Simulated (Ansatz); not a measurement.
# SnCl₂ (SMILES [Cl][Sn][Cl]): functionals against CCSD(T) at one geometry

One table from this session's results is given with a row withheld; the runs are named, their logs left out.

Program: Ansatz 0.2.0, Gaussian basis. Level of theory: single points in def2-TZVPP. These are calculated values, not measurements.

Cores are frozen in the correlated methods. Filled d shells of the heavier atoms are correlated. Core potentials replace the inner electrons past krypton, and spin-orbit coupling is left out.

### The system as given

SMILES `[Cl][Sn][Cl]`, 3 atoms, charge 0, spin multiplicity 1.

Atoms are counted from 1 here; the program's logs count them from 0.

Bond lengths: Cl1–Sn2 2.368 Å, Sn2–Cl3 2.350 Å. Angles: Cl1–Sn2–Cl3 101.0°.

Geometry (Å):

```xyz
3
Cl2Sn
Cl    1.16890    1.24780    0.77490
Sn   -0.76270    0.50360   -0.37460
Cl   -0.38890   -1.81560   -0.42730
```

The first run:

run/in.yaml

```yaml
crystal:
  periodic: [false, false, false]
  atoms:
    - {symbol: Cl, position_ang: [1.168900, 1.247800, 0.774900]}
    - {symbol: Sn, position_ang: [-0.762700, 0.503600, -0.374600]}
    - {symbol: Cl, position_ang: [-0.388900, -1.815600, -0.427300]}
basis:
  gaussian: {orbitals: def2-TZVPP}
correlation: {method: ccsd_t}
output: {forces: true}
```

The command line of these runs was not kept.

Steps of the session up to this table: CCSD(T)/def2-TZVPP; PBE0-D4/def2-TZVPP; wB97M-V/def2-TZVPP; r2SCAN-D4/def2-TZVPP; PBE-D4/def2-TZVPP; B97M-V/def2-TZVPP; HSE06-D4/def2-TZVPP.

One of the session's tables, all rows but one given; the rest of the session is left out.

```
   method  RMS force component (eV/Å)  angle to CCSD(T) forces (°)  dipole (D)
  CCSD(T)                       0.094                    reference        3.09
  PBE0-D4                       0.111                         19.1        3.09
  wB97M-V                       0.100                          7.0        3.14
r2SCAN-D4                       0.141                         31.5        2.98
   PBE-D4                       0.279                         54.0        2.91
   B97M-V                       0.184                         42.0        3.11
 HSE06-D4                           ?                            ?           ?
```

**Question.** Estimate the row for HSE06-D4.

The run gave: RMS force component (eV/Å): 0.116; angle to CCSD(T) forces (°): 22.4; dipole (D): 3.09. In the column «RMS force component (eV/Å)» it lies between PBE0-D4 (0.111) and r2SCAN-D4 (0.141).

Limits of these values: CCSD(T) in triple zeta still lacks some correlation energy of the bonds, so part of these gaps is its own basis error and they don't rank the functionals.
